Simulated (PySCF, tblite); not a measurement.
# C7H13Al: geometry, infrared bands and NMR shifts

Wanted: the infrared bands and NMR shifts of C7H13Al (`C=[CH][AlH][CH]1CCCC1`), by calculation.

Computed with tblite 0.8.0 and PySCF 2.14.0, with density-fitted response routines of our own, on a single molecule in the gas phase. Atoms are numbered from 0 throughout.

### 1 Starting geometry

21 atoms, charge 0, multiplicity 1; geometry from: force field or distance geometry start.

Bonds of the start (Å): C0–C1 1.32, C1–Al2 1.95, Al2–C3 1.99, C3–C4 1.54, C4–C5 1.52, C5–C6 1.52, C6–C7 1.53, C7–C3 1.49, C0–H8 1.08, C0–H9 1.09, C1–H10 1.10, Al2–H11 1.62, C3–H12 1.12, C4–H13 1.08, C4–H14 1.13, C5–H15 1.10, C5–H16 1.10, C6–H17 1.11, C6–H18 1.11, C7–H19 1.10, C7–H20 1.10.

### 2 Relaxing the molecule with GFN2-xTB

Job settings and geometry (Å):

```
{"job": {"kind": "relax", "xc": "GFN2-xTB", "basis": "xTB"}, "charge": 0, "multiplicity": 1}
C      4.109700     0.601700     0.171300
C      3.114200    -0.234000     0.428000
Al     1.434000    -0.259100    -0.564700
C     -0.262200    -0.151900     0.471500
C     -1.261600    -1.230700     0.025800
C     -2.567000    -0.517000     0.323800
C     -2.279600     0.814900    -0.357200
C     -0.958600     1.164200     0.340200
H      4.062800     1.347300    -0.612400
H      5.011500     0.547300     0.786000
H      3.269100    -0.948900     1.249900
H      1.404300    -1.288200    -1.814900
H     -0.012400    -0.423100     1.532400
H     -1.127300    -2.178300     0.531100
H     -1.111300    -1.313100    -1.093300
H     -3.398800    -1.057900    -0.139900
H     -2.618900    -0.421600     1.419700
H     -2.126100     0.573500    -1.424600
H     -3.068000     1.566800    -0.159000
H     -1.193900     1.542300     1.350000
H     -0.429000     1.883000    -0.309500
```

Started as:

```bash
$ OMP_NUM_THREADS=1 python probes_run.py task.json out
```

One launch serves the whole session: the jobs run in the order shown.

**Question.** This job is followed by: GFN2-xTB harmonic vibrations, gas phase; GIAO PBE0/pcSseg-1 NMR shielding, non-relativistic, gas phase. What will the session give for the following? strongest single infrared mode (GFN2-xTB); zero-point energy (GFN2-xTB); ¹³C shifts against TMS (PBE0/pcSseg-1, means over atoms taken as alike); ¹H shifts against TMS (PBE0/pcSseg-1, means over atoms taken as alike); ²⁷Al shifts against AlH4- (PBE0/pcSseg-1).

As calculated:

| quantity | value |
| --- | --- |
| strongest single infrared mode (GFN2-xTB) | 655 cm⁻¹, 342 km/mol |
| zero-point energy (GFN2-xTB) | 108.8 kcal/mol |
| ¹³C shifts against TMS (PBE0/pcSseg-1, means over atoms taken as alike) | 156.8, 156.7, 31.3, 31.2, 27.5 ppm |
| ¹H shifts against TMS (PBE0/pcSseg-1, means over atoms taken as alike) | 7.27, 7.23, 6.77, 4.80, 1.82, 1.81, 1.59, 1.44, 0.84 ppm |
| ²⁷Al shifts against AlH4- (PBE0/pcSseg-1) | 196.2 ppm |

In words: Over 148 steps the energy fell by 0.898 eV; of the close pairs, Al2–H11 changed most, 1.620 to 1.553 Å. No mode is imaginary among the 57: a minimum at this level. The strongest single mode, at 655 cm⁻¹, moves mainly H11. GFN2-xTB is a fitted tight-binding method: band positions and strengths are rough. Its intensities can rank the bands wrongly. C0 (terminal =CH2 carbon) lies farthest downfield among carbon, at 156.8 ppm; the olefinic region.
